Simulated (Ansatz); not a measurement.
# RuF+ (quintet): the correlation ladder, def2-QZVPP

An exercise on one series of results from a longer session: the logs are not shown, and one member is left open.

Method: def2-QZVPP, core rule «outside noble gas», up to 5 orbitals frozen; program: Ansatz 0.2.0, Gaussian basis.

The runs, in order: UHF; ROHF; CCSD(T) on UHF.

### The geometry

The geometry is a PBE0/def2-TZVP stationary point (not a proven minimum) of the parent state, kept for this charge and spin. No spin-orbit coupling is included. Elements past krypton take def2 core potentials.

2 atoms, charge 1, spin multiplicity 5.

Atoms are counted from 1 here; the program's logs count them from 0.

Bond lengths: Ru1–F2 1.896 Å.

Set-up of the first run:

The input, in.yaml:

```yaml
crystal:
  periodic: [false, false, false]
  atoms:
    - {symbol: Ru, position_ang: [0.000000, 0.000000, 0.000000]}
    - {symbol: F, position_ang: [0.000000, 0.000000, 1.895800]}
basis:
  gaussian: {orbitals: "def2-QZVPP.json"}
total_charge: 1
magnetization: {spin_polarized: true, initial_magnetization: 4}
hamiltonian: {xc: hf}
output: {orbitals: {seedname: orbitals}}
```

Run with:

```sh
$ ansatz run in.yaml --threads 1 --pin off --events-out ev --progress --plain --max-ram 4096MiB --backend cpu
```

Among the steps run: UHF; ROHF; CCSD(T) on UHF.

One of the session's tables, all rows but one given; the rest of the session is left out.

| method | from UCCSD(T) (meV) |
| --- | --- |
| ROHF | +12934.9 |
| UHF | ? |
| UMP2 | +526.4 |
| UCCSD | +518.3 |
| UCCSD(T) | 0 |

Estimate the missing values for UHF.

**Answer.** from UCCSD(T) (meV): +12757.7. In the column «from UCCSD(T) (meV)» it lies between UMP2 (+526.4) and ROHF (+12934.9).
